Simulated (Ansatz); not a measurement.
# C2H6AlFSi, SMILES F[CH]1[CH2][Al]1[SiH3]: a comparison of dispersion corrections

Computed with Ansatz 0.2.0, Python API.

The script reads `c2h6alfsi.xyz`:
```text
11

F    -2.21560    0.35950   -1.65420
C    -0.99080    0.79340   -1.31000
C     0.04750   -0.15900   -1.84140
Al   -0.10050   -0.27490    0.13720
Si    0.69660   -0.48870    2.30790
H    -0.74100    1.88770   -1.43140
H     1.03110    0.35240   -2.16610
H    -0.28290   -0.98020   -2.44340
H    -0.38680   -0.28790    3.34400
H     1.72140    0.55280    2.56150
H     1.28630   -1.81210    2.51640
```

Run as a notebook:

**Cell 1**
```python
import ansatz as az
```

**Cell 2**
```python
config = {
    "basis": "def2-SVP",
}
```

**Cell 3**
```python
geometry = az.Crystal.molecule_from_extxyz("c2h6alfsi.xyz")
```

**Cell 4**
```python
calculation = geometry.calculation().basis(gaussian=config["basis"])
for name in ["blyp", "b3lyp"]:
    for correction in ("d3bj", "d4"):
        summary = calculation.functional(name, dispersion=correction).run().report
        print(f"{name:8s} {correction:5s} total {summary['free_energy_ev']:.5f} eV, of which dispersion {1000 * summary['dispersion']['energy']['ev']:.2f} meV")
```
Output:
```text
blyp     d3bj  total -19351.01905 eV, of which dispersion -459.55 meV
blyp     d4    total -19351.00846 eV, of which dispersion -448.96 meV
b3lyp    d3bj  total -19353.81130 eV, of which dispersion -380.74 meV
b3lyp    d4    total -19353.76379 eV, of which dispersion -333.23 meV
```

Notes:
- Total energies depend on the basis set; only differences at equal settings carry meaning.
- The geometry is a force-field or estimated start, not a minimum of this method, and the basis set is short of its limit. D4 holds the three-body term, and d3bj doesn't.
- b3lyp holds the VWN-RPA fit, as in Gaussian; the form of ORCA and Turbomole is b3lyp5.
- Timing: 14 s on 1 thread of Arm Neoverse V2, with other jobs on the host, peak memory 0.27 GiB.
